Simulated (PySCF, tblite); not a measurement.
# C6H5N: geometry, infrared bands, NMR shifts and spin-spin couplings

Wanted: the infrared bands, NMR shifts and spin-spin couplings of C6H5N (`[H]/N=C1/C=C(C#C)C1`), by calculation.

Computed with tblite 0.8.0 and PySCF 2.14.0, with density-fitted response routines of our own, on a single molecule in the gas phase. Atoms count from 0, in the outputs and in this text.

## (1) Starting geometry

12 atoms, charge 0, multiplicity 1; geometry from: force field or distance geometry start.

Bonds of the start (Å): C0–C1 1.19, C1–C2 1.55, C2–C3 1.36, C3–C4 1.46, C4–N5 1.27, C4–C6 1.50, C6–C2 1.52, C0–H7 1.06, C3–H8 1.08, N5–H9 1.02, C6–H10 1.09, C6–H11 1.10.

## (2) Relaxing the molecule with GFN2-xTB

Job settings and geometry (Å):

```
{"job": {"kind": "relax", "xc": "GFN2-xTB", "basis": "xTB"}, "charge": 0, "multiplicity": 1}
C     -3.138700    -0.690700    -0.253700
C     -2.002600    -0.365200    -0.133300
C     -0.514500     0.035200     0.045700
C      0.075900     1.202400     0.411600
C      1.392600     0.595600     0.274100
N      2.586200     1.014900     0.426000
C      0.789400    -0.710300    -0.163400
H     -4.162700    -0.962100    -0.362300
H     -0.299400     2.164200     0.716300
H      3.252400     0.265700     0.215500
H      1.033700    -1.006500    -1.186000
H      0.989000    -1.543900     0.527700
```

On the command line:

```bash
$ OMP_NUM_THREADS=1 python probes_run.py task.json out
```

This one command runs all jobs of the session in turn.

**Question.** This job is followed by: GFN2-xTB harmonic vibrations, gas phase; GIAO PBE0/pcSseg-1 NMR shielding, non-relativistic, gas phase; B3LYP/pcJ-1 indirect spin-spin coupling, non-relativistic, gas phase. Predict these results of the whole session: strongest single infrared mode (GFN2-xTB); zero-point energy (GFN2-xTB); ¹³C shifts against TMS (PBE0/pcSseg-1); ¹H shifts against TMS (PBE0/pcSseg-1, means over atoms taken as alike); ¹⁵N shifts against NH3 (PBE0/pcSseg-1); largest coupling of the table (B3LYP/pcJ-1).

**Answer**, as computed:

```
                                                              quantity                                       value
                             strongest single infrared mode (GFN2-xTB)                       1802 cm⁻¹, 288 km/mol
                                          zero-point energy (GFN2-xTB)                               54.8 kcal/mol
                                ¹³C shifts against TMS (PBE0/pcSseg-1)  170.9, 154.1, 148.9, 109.8, 81.6, 49.6 ppm
¹H shifts against TMS (PBE0/pcSseg-1, means over atoms taken as alike)                 10.35, 6.67, 4.11, 3.05 ppm
                                ¹⁵N shifts against NH3 (PBE0/pcSseg-1)                                   338.7 ppm
                           largest coupling of the table (B3LYP/pcJ-1)                     ¹J(C,H) C0–H7, 269.2 Hz
```

In words: Over 36 steps the energy fell by 0.467 eV; of the close pairs, C1–C2 changed most, 1.551 to 1.393 Å. All 30 modes are real, so the xTB geometry is a minimum. The strongest single mode, at 1802 cm⁻¹, moves mainly C4. Unscaled tight-binding wavenumbers are off by several per cent, some by more. Its intensities can rank the bands wrongly. At PBE0/pcSseg-1: The widest tensor belongs to N5: span 625 ppm, with a paramagnetic part of -391 ppm. In the run at B3LYP/pcJ-1, the largest coupling of the table is C0–H7, 269.2 Hz, of which the Fermi-contact term gives 270.6 Hz. Couplings across rotatable bonds belong to this one conformer; where others are populated, the observed values are averages.
